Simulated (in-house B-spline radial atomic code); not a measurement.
# Ag⁺: RPA and G0W0 on different mean-field starts, part 2 of 2

Aim: see how far the highest quasi-particle level and the RPA correlation energy of Ag⁺ depend on the orbitals that they are built on.

An in-house B-spline radial atomic code; all electrons, non-relativistic, point nucleus. Records are in hartree.

### Step 11. The run with the BHandHLYP start

Settings, as recorded:

```ini
Z = 47
electrons = 46.0
configuration = [Kr] 4d10
hamiltonian = nr
method = bhandhlyp
lmax = 9
spin_polarised = False
box_radius = 23.78
intervals = 55
```

Results of the run:

```text
status: converged
energies [hartree]:
  mean_field: -5199.831294
  exx_total: -5197.471726
  exchange: -143.8496002
  rpa: -3.3791826
  rpa_summed: -3.3250737
  direct_second_order: -3.8382549
  second_order_exchange: 1.0634763
  sosex: 0.99061971
rpa_by_multipole [hartree]: [-0.670185, -1.22531, -0.588813, -0.39015, -0.208321, -0.125167, -0.0616987, -0.0340799, -0.0143375, -0.00546646, -0.00130965, -0.000231591]
polarisability [bohr^3: independent particles, RPA]: [10.9334, 6.89997]
gap [hartree]: 0.4076683
levels [hartree]:
  - {"name": "4d", "occ": 1, "e": -0.7196861, "sx": -1.31381, "vxc": -1.19797, "sc": 0.0165175, "z": 0.916866, "qp": -0.8214008, "tail": -0.002392142}
  - {"name": "5s", "occ": 0, "e": -0.3120178, "sx": -0.09563723, "vxc": -0.1971741, "sc": -0.0500064, "z": 0.9709478, "qp": -0.2609304, "tail": -0.000442975}
```

It took 1.3 s on 1 thread, shared host.

The 4d level moves from -19.58 to -22.35 eV (weight 0.92).

### Step 12. The run with the CAM-B3LYP start

Settings: those of step 11 with these lines changed.

```diff
@@ -4,3 +4,3 @@
 hamiltonian = nr
-method = bhandhlyp
+method = camb3lyp
 lmax = 9
```

Results of the run:

```text
status: converged
energies [hartree]:
  mean_field: -5200.029088
  exx_total: -5197.455816
  exchange: -143.7917876
  rpa: -3.434832
  rpa_summed: -3.3805953
  direct_second_order: -3.9196129
  second_order_exchange: 1.0830367
  sosex: 1.0061266
rpa_by_multipole [hartree]: [-0.68653, -1.24482, -0.598585, -0.395745, -0.210891, -0.126306, -0.0620803, -0.0342239, -0.0143906, -0.00548068, -0.00131221, -0.000231511]
polarisability [bohr^3: independent particles, RPA]: [11.503, 7.20165]
gap [hartree]: 0.3974845
levels [hartree]:
  - {"name": "4d", "occ": 1, "e": -0.7094459, "sx": -1.309839, "vxc": -1.174319, "sc": 0.01874754, "z": 0.9116768, "qp": -0.8285957, "tail": -0.002376982}
  - {"name": "5s", "occ": 0, "e": -0.3119614, "sx": -0.102753, "vxc": -0.2033203, "sc": -0.05290628, "z": 0.968867, "qp": -0.2647722, "tail": -0.0004717457}
```

It took 1.6 s on 1 thread, shared host.

The 4d level moves from -19.31 to -22.55 eV (weight 0.91).

### Step 13. The run with the LC-ωPBE start

Settings: those of step 12 with these lines changed.

```diff
@@ -4,3 +4,3 @@
 hamiltonian = nr
-method = camb3lyp
+method = lc_wpbe
 lmax = 9
```

Results of the run:

```text
status: converged
energies [hartree]:
  mean_field: -5199.259158
  exx_total: -5197.45592
  exchange: -143.7958905
  rpa: -3.4275595
  rpa_summed: -3.3731827
  direct_second_order: -3.8968112
  second_order_exchange: 1.0780649
  sosex: 1.003739
rpa_by_multipole [hartree]: [-0.684029, -1.23984, -0.597763, -0.395779, -0.211201, -0.126549, -0.062245, -0.0343141, -0.0144233, -0.00549459, -0.00131536, -0.000232206]
polarisability [bohr^3: independent particles, RPA]: [10.0165, 6.45237]
gap [hartree]: 0.5039348
levels [hartree]:
  - {"name": "4d", "occ": 1, "e": -0.7538091, "sx": -1.316854, "vxc": -1.232818, "sc": 0.01181223, "z": 0.9273129, "qp": -0.8284652, "tail": -0.002431458}
  - {"name": "5s", "occ": 0, "e": -0.2498743, "sx": -0.09398732, "vxc": -0.1301151, "sc": -0.0454369, "z": 0.9767956, "qp": -0.2596123, "tail": -0.0004289099}
```

Wall time 1.5 s (1 thread, shared host).

G0W0 moves 4d down by 2.03 eV, to -22.54 eV.

### Step 14. The run with the ωB97X start

Settings: those of step 13 with these lines changed.

```diff
@@ -4,3 +4,3 @@
 hamiltonian = nr
-method = lc_wpbe
+method = wb97x
 lmax = 9
```

Results of the run:

```text
status: converged
energies [hartree]:
  mean_field: -5199.904341
  exx_total: -5197.46111
  exchange: -143.8236723
  rpa: -3.413941
  rpa_summed: -3.3596532
  direct_second_order: -3.8804592
  second_order_exchange: 1.0739926
  sosex: 1.0000528
rpa_by_multipole [hartree]: [-0.679847, -1.23587, -0.595375, -0.394249, -0.210425, -0.12614, -0.0620806, -0.0342417, -0.0143981, -0.00548548, -0.00131349, -0.000231898]
polarisability [bohr^3: independent particles, RPA]: [10.1413, 6.47215]
gap [hartree]: 0.4911149
levels [hartree]:
  - {"name": "4d", "occ": 1, "e": -0.7433491, "sx": -1.314562, "vxc": -1.221122, "sc": 0.01202967, "z": 0.9265609, "qp": -0.8271835, "tail": -0.002423595}
  - {"name": "5s", "occ": 0, "e": -0.2522342, "sx": -0.1022188, "vxc": -0.1455593, "sc": -0.04915201, "z": 0.9748559, "qp": -0.2585125, "tail": -0.0004668857}
```

Wall time 1.5 s (1 thread, shared host).

The 4d level moves from -20.23 to -22.51 eV (weight 0.93).

### Step 15. The run with the PBEsol start

Settings: those of step 14 with these lines changed.

```diff
@@ -4,3 +4,3 @@
 hamiltonian = nr
-method = wb97x
+method = pbesol
 lmax = 9
```

Results of the run:

```text
status: converged
energies [hartree]:
  mean_field: -5196.925791
  exx_total: -5197.443501
  exchange: -143.7259886
  rpa: -3.5431027
  rpa_summed: -3.488522
  direct_second_order: -4.1047343
  second_order_exchange: 1.1287054
  sosex: 1.0388388
rpa_by_multipole [hartree]: [-0.71136, -1.28978, -0.617776, -0.406579, -0.21535, -0.128742, -0.0628437, -0.0345281, -0.0144952, -0.00551514, -0.00131987, -0.000232889]
polarisability [bohr^3: independent particles, RPA]: [15.4286, 8.84742]
gap [hartree]: 0.198655
levels [hartree]:
  - {"name": "4d", "occ": 1, "e": -0.5833276, "sx": -1.308103, "vxc": -1.043803, "sc": 0.05754778, "z": 0.3600657, "qp": -0.7910285, "tail": -0.000949816}
  - {"name": "5s", "occ": 0, "e": -0.3846726, "sx": -0.1230882, "vxc": -0.3091944, "sc": -0.06863552, "z": 0.9444945, "qp": -0.2677501, "tail": -0.0005481364}
```

Run time: 1.4 s. Hardware: 1 thread, shared host.

With weight 0.36 the 4d quasi-particle is not well defined here; its G0W0 value is not used.

### Step 16. The run with the BLYP start

Settings: those of step 15 with these lines changed.

```diff
@@ -4,3 +4,3 @@
 hamiltonian = nr
-method = pbesol
+method = b88,lyp
 lmax = 9
```

Results of the run:

```text
status: converged
energies [hartree]:
  mean_field: -5199.856235
  exx_total: -5197.441094
  exchange: -143.7438972
  rpa: -3.5445457
  rpa_summed: -3.4900451
  direct_second_order: -4.109632
  second_order_exchange: 1.1296064
  sosex: 1.0391668
rpa_by_multipole [hartree]: [-0.713051, -1.28998, -0.617984, -0.406418, -0.215269, -0.128566, -0.0627595, -0.0344821, -0.0144807, -0.00550773, -0.00131802, -0.000232235]
polarisability [bohr^3: independent particles, RPA]: [16.1959, 9.26037]
gap [hartree]: 0.1863718
levels [hartree]:
  - {"name": "4d", "occ": 1, "e": -0.5812492, "sx": -1.303663, "vxc": -1.030692, "sc": 0.03862158, "z": 0.6945688, "qp": -0.8174182, "tail": -0.001819262}
  - {"name": "5s", "occ": 0, "e": -0.3948775, "sx": -0.1203688, "vxc": -0.3117121, "sc": -0.06902658, "z": 0.9415351, "qp": -0.2731004, "tail": -0.0005396174}
```

It took 1.4 s on 1 thread, shared host.

G0W0 moves 4d down by 6.43 eV, to -22.24 eV.

### Step 17. The run with the r2SCAN0 start

Settings: those of step 16 with these lines changed.

```diff
@@ -4,3 +4,3 @@
 hamiltonian = nr
-method = b88,lyp
+method = r2scan0
 lmax = 9
```

Results of the run:

```text
status: converged
energies [hartree]:
  mean_field: -5199.841049
  exx_total: -5197.47192
  exchange: -143.866876
  rpa: -3.4192842
  rpa_summed: -3.3654743
  direct_second_order: -3.9052671
  second_order_exchange: 1.0792434
  sosex: 1.0020287
rpa_by_multipole [hartree]: [-0.679065, -1.2443, -0.595905, -0.394009, -0.209564, -0.125748, -0.0616719, -0.0339692, -0.0142739, -0.00543691, -0.00130161, -0.000229853]
polarisability [bohr^3: independent particles, RPA]: [11.8677, 7.27172]
gap [hartree]: 0.3287117
levels [hartree]:
  - {"name": "4d", "occ": 1, "e": -0.6580754, "sx": -1.318165, "vxc": -1.145378, "sc": 0.02376134, "z": 0.8991444, "qp": -0.8094283, "tail": -0.002327433}
  - {"name": "5s", "occ": 0, "e": -0.3293638, "sx": -0.1090873, "vxc": -0.2370121, "sc": -0.05642892, "z": 0.9644214, "qp": -0.2583523, "tail": -0.0004844981}
```

Wall time 1.4 s (1 thread, shared host).

The 4d level moves from -17.91 to -22.03 eV (weight 0.90).

### Step 18. The run with the exchange-only LDA start

Settings: those of step 17 with these lines changed.

```diff
@@ -4,3 +4,3 @@
 hamiltonian = nr
-method = r2scan0
+method = lda,
 lmax = 9
```

Results of the run:

```text
status: converged
energies [hartree]:
  mean_field: -5190.327002
  exx_total: -5197.422567
  exchange: -143.5960375
  rpa: -3.5492329
  rpa_summed: -3.4948629
  direct_second_order: -4.1202848
  second_order_exchange: 1.1316957
  sosex: 1.0402258
rpa_by_multipole [hartree]: [-0.717346, -1.2911, -0.618458, -0.406192, -0.215003, -0.128256, -0.0626129, -0.0344024, -0.0144513, -0.00549524, -0.00131484, -0.000231525]
polarisability [bohr^3: independent particles, RPA]: [16.7736, 9.53779]
gap [hartree]: 0.1785509
levels [hartree]:
  - {"name": "4d", "occ": 1, "e": -0.5409796, "sx": -1.29742, "vxc": -0.968637, "sc": 0.0526993, "z": 0.7873136, "qp": -0.8191117, "tail": -0.002048852}
  - {"name": "5s", "occ": 0, "e": -0.3624287, "sx": -0.1216815, "vxc": -0.2764026, "sc": -0.06756251, "z": 0.9436935, "qp": -0.2758163, "tail": -0.0005462065}
```

It took 1.4 s on 1 thread, shared host.

Highest level 4d: -14.72 eV in the start, -22.29 eV after G0W0, weight 0.79.

### Step 19. The members side by side

```csv
start,level,mean field (eV),G0W0 (eV),weight,RPA (hartree),RPA+SOSEX (hartree),"α, direct RPA (bohr³)",time,miss (eV)
Hartree-Fock,4d,-22.46,-22.39,0.944,-3.23893,-2.28848,5.581,1.3 s,+0.908
LDA (VWN5),4d,-16.16,-,-,-3.54766,-2.50787,8.893,1.4 s,-
PBE,4d,-15.87,-,-,-3.54117,-2.50276,8.967,1.4 s,-
PBE0,4d,-17.74,-22.12,0.891,-3.45510,-2.44212,7.628,1.5 s,+0.636
r2SCAN,4d,-16.04,-21.70,0.776,-3.48572,-2.46440,8.257,1.5 s,+0.211
HSE06,4d,-17.33,-22.08,0.878,-3.46342,-2.44775,7.882,1.6 s,+0.593
B3LYP,4d,-17.48,-22.23,0.877,-3.47470,-2.45625,8.077,1.5 s,+0.748
SCAN,4d,-16.05,-21.70,0.755,-3.48405,-2.46352,8.343,1.5 s,+0.211
TPSS,4d,-15.77,-,-,-3.52405,-2.49074,8.761,1.4 s,-
BHandHLYP,4d,-19.58,-22.35,0.917,-3.37918,-2.38856,6.900,1.3 s,+0.867
CAM-B3LYP,4d,-19.31,-22.55,0.912,-3.43483,-2.42871,7.202,1.6 s,+1.06
LC-ωPBE,4d,-20.51,-22.54,0.927,-3.42756,-2.42382,6.452,1.5 s,+1.06
ωB97X,4d,-20.23,-22.51,0.927,-3.41394,-2.41389,6.472,1.5 s,+1.02
PBEsol,4d,-15.87,-,-,-3.54310,-2.50426,8.847,1.4 s,-
BLYP,4d,-15.82,-22.24,0.695,-3.54455,-2.50538,9.260,1.4 s,+0.759
r2SCAN0,4d,-17.91,-22.03,0.899,-3.41928,-2.41726,7.272,1.4 s,+0.541
exchange-only LDA,4d,-14.72,-22.29,0.787,-3.54923,-2.50901,9.538,1.4 s,+0.805
```

The miss is the G0W0 removal energy (the level with its sign changed) less the measured ionisation energy, 21.484 eV. Times are single runs on a shared host.

### Step 20. Results

This closing draws on all 2 parts.

| quantity | value |
| --- | --- |
| highest level, mean field (range over the runs) | -22.46 to -14.72 eV |
| highest level, G0W0 (range over the runs) | -22.55 to -21.70 eV (13 of 17 runs have a usable weight) |
| RPA correlation energy | -3.549 to -3.239 hartree |
| RPA+SOSEX | -2.5090 to -2.2885 hartree |
| measured ionisation energy (4d shell) | 21.484 eV (NIST Atomic Spectra Database, ionization energies) |
| G0W0 removal energy less that value | +0.211 to +1.06 eV |

**Reading.** Across the starts the mean-field level varies by 7.74 eV and the G0W0 level by 0.85 eV (11 % as much). These spreads count the runs with a usable weight. Semilocal starts leave the level too high; G0W0 lowers it by 5.6 to 7.6 eV. The RPA energy is largest in size on exchange-only LDA and smallest on Hartree-Fock, 8.7 % apart; over the runs it loosely follows the gap of the start, as smaller excitation energies give more correlation. The measured ionisation energy is 21.484 eV; G0W0 misses it by +0.21 eV at best (on SCAN) and +1.1 eV at worst (on CAM-B3LYP). Relativity is left out, and for this shell its effect can be as large as the miss, so the comparison tests the Hamiltonian as much as the method. Read as a removal energy, the bare PBE level is off by -5.61 eV (-26 %) and the nearest bare level, LC-ωPBE's, by -0.972 eV. For so heavy an element the non-relativistic levels are a model, not the real atom's.
